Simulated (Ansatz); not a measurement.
WC, space group Fm-3m, a comparison of functionals at one structure

With the Ansatz DFT code, driven from Python.

Notebook, run cell by cell (the value of a cell's last expression is shown):

```python
import warnings

import ansatz
from tabulate import tabulate
```

```python
K_LENGTH = 26
FILLING = "Fermi-Dirac"
```

```python
warnings.simplefilter("ignore", ansatz.DeckWarning)
```

```python
lattice = ansatz.Lattice.of(
    [0.0, 2.192684, 2.192684],
    [2.192684, 0.0, 2.192684],
    [2.192684, 2.192684, 0.0],
)
sites = [
    ("W", [0.0, 0.0, 0.0]),
    ("C", [0.5, 0.5, 0.5]),
]
system = ansatz.Crystal(lattice=lattice)
for symbol, position in sites:
    system = system.atom(symbol, position)
```

```python
[site.symbol for site in system.resolved().sites]
```

    ['W', 'C']

```python
calculation = (
    system.calculation()
    .kpoints(length=K_LENGTH)
    .occupations(FILLING)
    .stress()
)

rows = []
for value in ["pbesol", "lda", "blyp"]:
    report = calculation.functional(value).run(threads=1, backend="cpu").report
    rows.append((value, report["free_energy_ev"] / len(report["lattice"]["sites"]), report["n_iterations"], sum(report["stress_gpa"][i][i] for i in range(3)) / 3, report["n_kpoints"]))
```

```python
print(tabulate(rows, headers=["functional", "F/atom (eV)", "iterations", "P (GPa)", "k-points"], floatfmt=".4f", tablefmt="plain"))
```

    functional      F/atom (eV)    iterations    P (GPa)    k-points
    pbesol           -5251.4176             6   -10.1331          47
    lda              -5186.2087             6   -16.0066          47
    blyp             -5329.9750             6    11.7048          47

From lowest to highest: LDA (-16.0 GPa), PBEsol (-10.1 GPa) and BLYP (11.7 GPa). At a fixed cell a lower pressure usually means a smaller equilibrium volume, so LDA prefers the smallest cell and BLYP the largest.

Reading the output:
- No spin polarisation was allowed.
- BLYP can be off by several per cent in the lattices of metals, and by several GPa in the pressure at a fixed cell.
- The mesh is modest for a metal, so energies can be off by several to tens of meV an atom and pressures by half a GPa or more; differences at equal mesh fare better.
- Pressure is positive in compression.
- Spin-orbit coupling, which matters for elements this heavy, is left out.
- The structure comes from a database of computed cells and needn't be a stable or known phase.
- Total energies of different functionals can't be compared; pressures, moments and gaps at this one structure can.
- Finished in 5.2 s on 1 thread of Arm Neoverse V1 (shared host), peak memory 0.35 GiB.
